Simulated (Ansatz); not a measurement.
# C2H8AlBSi: one species, many methods

An exercise on one series of results from a longer session: the logs are not shown, and one member is left open.

Program: Ansatz 0.2.0, Gaussian basis. Level of theory: functionals in def2-TZVPP, the program's frozen cores in correlated methods. These are calculated values, not measurements.

Plan: PBE-D4, r2SCAN-D4, PBE0-D4, B3LYP-D4, ωB97X-V, ωB97M-V, B2PLYP; CCSD(T)/def2-TZVPP; MP2/def2-QZVPP; extrapolation to the limit.

### Structure used throughout

All runs share one geometry, relaxed beforehand with PBE0-D4 in a triple-zeta def2 set.

SMILES `B/C=[CH]/[AlH][SiH3]`, 13 atoms, charge 0, spin multiplicity 1.

Atoms are counted from 1 here; the program's logs count them from 0.

Bond lengths: B1–C2 1.543 Å, B1–H6 1.197 Å, B1–H7 1.198 Å, C2–C3 1.352 Å, C2–H8 1.093 Å, C3–Al4 1.960 Å, C3–H9 1.093 Å, Al4–Si5 2.458 Å, Al4–H10 1.589 Å, Si5–H11 1.490 Å, Si5–H12 1.492 Å, Si5–H13 1.492 Å. Angles: C2–B1–H6 121.9°, C2–B1–H7 118.6°, H6–B1–H7 119.5°, B1–C2–C3 122.2°, B1–C2–H8 119.9°, C3–C2–H8 117.9°, C2–C3–Al4 121.9°, C2–C3–H9 115.6°, Al4–C3–H9 122.5°, C3–Al4–Si5 116.7°, C3–Al4–H10 120.1°, Si5–Al4–H10 123.2°, Al4–Si5–H11 112.8°, Al4–Si5–H12 111.0°, Al4–Si5–H13 111.0°, H11–Si5–H12 107.4°, H11–Si5–H13 107.4°, H12–Si5–H13 106.8°.

The first run:

File in.yaml:

```yaml
crystal:
  periodic: [false, false, false]
  atoms:
    - {symbol: B, position_ang: [-1.151719, 2.124476, 1.582999]}
    - {symbol: C, position_ang: [-0.529181, 0.989422, 0.743356]}
    - {symbol: C, position_ang: [-0.966226, 0.692199, -0.501101]}
    - {symbol: Al, position_ang: [-0.172665, -0.754495, -1.559698]}
    - {symbol: Si, position_ang: [1.660493, -2.013123, -0.512709]}
    - {symbol: H, position_ang: [-0.765103, 2.379981, 2.686536]}
    - {symbol: H, position_ang: [-2.048297, 2.763189, 1.109826]}
    - {symbol: H, position_ang: [0.291305, 0.395314, 1.153510]}
    - {symbol: H, position_ang: [-1.787329, 1.309659, -0.872764]}
    - {symbol: H, position_ang: [-0.718436, -1.065341, -3.019579]}
    - {symbol: H, position_ang: [2.195164, -3.092545, -1.389257]}
    - {symbol: H, position_ang: [1.213292, -2.650898, 0.760272]}
    - {symbol: H, position_ang: [2.799203, -1.112738, -0.166591]}
basis:
  gaussian: {orbitals: def2-TZVPP}
hamiltonian: {xc: pbe, dispersion: d4}
output: {forces: true, orbitals: {seedname: orbitals}}
```

Run with:

```
$ ansatz run in.yaml --threads 4 --pin off --events-out ev --progress --plain --max-ram 10444MiB
```

Steps of the session up to this table: PBE-D4 (GGA); r2SCAN-D4 (meta-GGA); PBE0-D4 (hybrid); B3LYP-D4 (hybrid); ωB97X-V (range-separated); ωB97M-V (range-separated); B2PLYP (double hybrid); CCSD(T) in def2-TZVPP; MP2 in def2-QZVPP.

One table of the session follows, with a row left open; its other results are not shown here.

```
            method  atomisation energy (kJ/mol)
            PBE-D4                       4432.7
         r2SCAN-D4                       4420.0
           PBE0-D4                       4400.6
          B3LYP-D4                       4413.5
           ωB97X-V                       4420.9
           ωB97M-V                       4409.9
            B2PLYP                       4358.2
     HF/def2-TZVPP                       3389.9
    MP2/def2-TZVPP                            ?
   CCSD/def2-TZVPP                       4246.1
CCSD(T)/def2-TZVPP                       4297.4
           MP2/CBS                       4415.9
       CCSD(T)/CBS                       4394.6
```

Estimate the missing values for MP2/def2-TZVPP.

The run gave: atomisation energy (kJ/mol): 4318.8. In the column «atomisation energy (kJ/mol)» it lies between CCSD(T)/def2-TZVPP (4297.4) and B2PLYP (4358.2).
